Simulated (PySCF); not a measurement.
# VCl: bond curves at several levels of theory

Aim: find the lowest electronic state of VCl, scan its bond at several levels of theory, and get bond length, wavenumber and dissociation energy from each curve.

Computed with PySCF 2.14.0. Level: V def2-TZVPP, Cl def2-TZVPP, no relativity.

1 further run of the same task is left out (it didn't finish).

## (1) The job

A driver script around PySCF takes these settings:

- atoms: V, Cl
- charge: 0
- basis: V def2-TZVPP, Cl def2-TZVPP
- Hamiltonian: no relativity
- basis functions: 106
- electrons treated: 40
- masses in u: 50.9440, 34.9689
- levels: PBE0, PBE, r²SCAN, M06, r²SCANh, BP86, M06-L, CAM-B3LYP
- grid: 80 radial by 434 angular points
- occupations: held fixed by the projection of orbital angular momentum
- dissociation limit: V + Cl, each in its ground configuration
- starting distance in angstrom: 2.200
- values of 2S to try: 0, 2, 4, 6

On the command line:

```sh
OMP_NUM_THREADS=2 python dia.py task.json out
```

The runs that follow: PBE0 along the bond; Higher solutions at PBE0; PBE; r²SCAN (meta-GGA); M06 (hybrid meta-GGA); r²SCANh (hybrid meta-GGA); BP86 (GGA); M06-L (meta-GGA); CAM-B3LYP (range-separated hybrid).

Before running it: what results should come out? Wanted: for each run, Re; ωe; De; μ.

The runs gave:

Lowest PBE0 solution found, without spin–orbit coupling: quintet, unpaired electrons σ ↑, π ↑, δ ↑↑. State 2 has its PBE0 minimum 0.02 eV higher. State 3 has its PBE0 minimum 0.48 eV higher. State 4 has its PBE0 minimum 0.66 eV higher. The other levels ran on the lowest alone.

```
    level  Re (Å)  ωe (cm⁻¹)  De (eV)  μ (D)
      PBE   2.192        410     5.31  -3.78
     BP86   2.193        410     5.22  -3.78
   r²SCAN   2.207        408     5.22  -4.06
    M06-L   2.214        401     5.04  -4.99
     PBE0   2.209        407     4.85  -4.57
      M06   2.207        415     4.81  -5.22
CAM-B3LYP   2.220        404     4.48  -4.72
```

De is counted to V + Cl in their ground configurations. A positive dipole means V(−)Cl(+). No constants: r²SCANh (the lowest point is the short end of the scan).

What this shows: The methods spread over 0.028 Å in bond length, from PBE to CAM-B3LYP. Among the levels with a De in the table, it runs from 4.48 eV (CAM-B3LYP) to 5.31 eV (PBE).

The state is the lowest single determinant that the PBE0 search found; with open d or f shells the true ground state can be another one. At PBE0, CAM-B3LYP the stretched side of the curve climbs above De, by a hump or because the determinant held fixed goes to a higher limit.
